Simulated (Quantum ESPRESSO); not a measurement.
Ta2SiC: Wannier functions under several settings

```
Ta Si C
1.0
     2.72551    0.00000    0.00000
     0.00000    2.72551    0.00000
     0.00000    0.00000    9.42912
Ta Si C
2 1 1
Direct
  0.00000 0.00000 0.78164
  0.00000 0.00000 0.21836
  0.00000 0.00000 0.50000
  0.00000 0.00000 0.00000
```

The cell was built by a generator and needn't be a form met in nature.

All runs used Quantum ESPRESSO 7.5; potentials GBRV 1.5 LDA; k mesh 8 × 8 × 2; given cell; no spin polarisation; cutoff 762 eV; occupations fermi-dirac, width 0.05 eV.

| level | start | Wannier mesh | spread a function (Å²) | RMS miss of the bands (meV) |
| --- | --- | --- | --- | --- |
| LDA | atomic projections with disentanglement | 6 × 6 × 2 | ? | ? |
| LDA | atomic projections with disentanglement, not minimised | 6 × 6 × 2 | 3.17 | 51 |
| LDA | SCDM with an erfc weight | 6 × 6 × 2 | 2.95 | 34 |

**Question.** What stands in the row left open?

**Answer.** Spread a function 1.85 Å²; RMS miss of the bands 62 meV.

Caveats: the Wannier minimisation didn't converge (some runs).

For the row left open. Caveat: the k mesh is coarse; the Wannier minimisation didn't converge.
